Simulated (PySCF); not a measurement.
# RbC: bond curves at several levels of theory

One table from this session's results is given with a row withheld; the runs are named, their logs left out.

The runs use PySCF 2.14.0; Rb def2-TZVPP with ECP28, C def2-TZVPP, scalar-relativistic core potentials.

The first run:

Settings of the job:

```json
{"atoms": "Rb, C", "charge": "0", "basis": "Rb def2-TZVPP with ECP28, C def2-TZVPP", "Hamiltonian": "scalar-relativistic core potentials", "basis functions": "71", "electrons treated": "15", "masses in u": "84.9118, 12.0000", "levels": "PBE0, PBE, r²SCAN, B2PLYP, M06-2X, BP86, TPSSh, LC-ωPBE, HF, MP2, SCS-MP2, CCSD, CCSD(T)", "grid": "80 radial by 434 angular points", "occupations": "held fixed by the projection of orbital angular momentum", "dissociation limit": "Rb + C, each in its ground configuration", "starting distance in angstrom": "2.770", "values of 2S to try": "1, 3"}
```

The run is started by

```console
OMP_NUM_THREADS=1 python dia.py task.json out
```

Among the steps run: Input; First curve: PBE0; Higher solutions at PBE0; PBE (GGA); r²SCAN (meta-GGA); B2PLYP; M06-2X (hybrid meta-GGA); BP86; TPSSh; LC-ωPBE (range-separated hybrid); UHF; Correlated methods on the Hartree–Fock reference.

One of the session's tables, all rows but one given; the rest of the session is left out.

Energy (eV) from each level's lowest point:

| R (Å) | UHF | UHF-MP2 | UHF-SCS-MP2 | UHF-CCSD | UHF-CCSD(T) |
| --- | --- | --- | --- | --- | --- |
| 2.330 | 0.584 | 0.433 | 0.446 | n/a | n/a |
| 2.438 | 0.285 | 0.188 | 0.196 | 0.197 | 0.194 |
| 2.546 | 0.109 | 0.055 | 0.060 | 0.060 | 0.059 |
| 2.628 | 0.036 | 0.010 | 0.012 | 0.013 | 0.012 |
| 2.709 | 0.003 | 0.000 | 0.000 | 0.000 | 0.000 |
| 2.790 | 0.000 | 0.016 | 0.015 | 0.014 | 0.014 |
| 2.899 | 0.031 | 0.067 | 0.064 | 0.063 | 0.063 |
| 3.034 | ? | ? | ? | ? | ? |
| 3.197 | 0.237 | 0.307 | 0.302 | 0.297 | 0.296 |
| 3.413 | 0.436 | 0.519 | 0.514 | n/a | n/a |

Q: Estimate the row for R (Å) = 3.034 from the others.

Worked estimate for «UHF». A straight line through the neighbours (2.899, 0.031) and (3.197, 0.237) gives 0.031 + (0.237 − 0.031) × (3.034 − 2.899) / (3.197 − 2.899) = 0.124; a parabola fitted to 4 rows on both sides gives 0.113.

As computed: UHF: 0.109; UHF-MP2: 0.164; UHF-SCS-MP2: 0.160; UHF-CCSD: 0.157; UHF-CCSD(T): 0.157. In «UHF» the line misses by +0.015 and the parabola by +0.004.
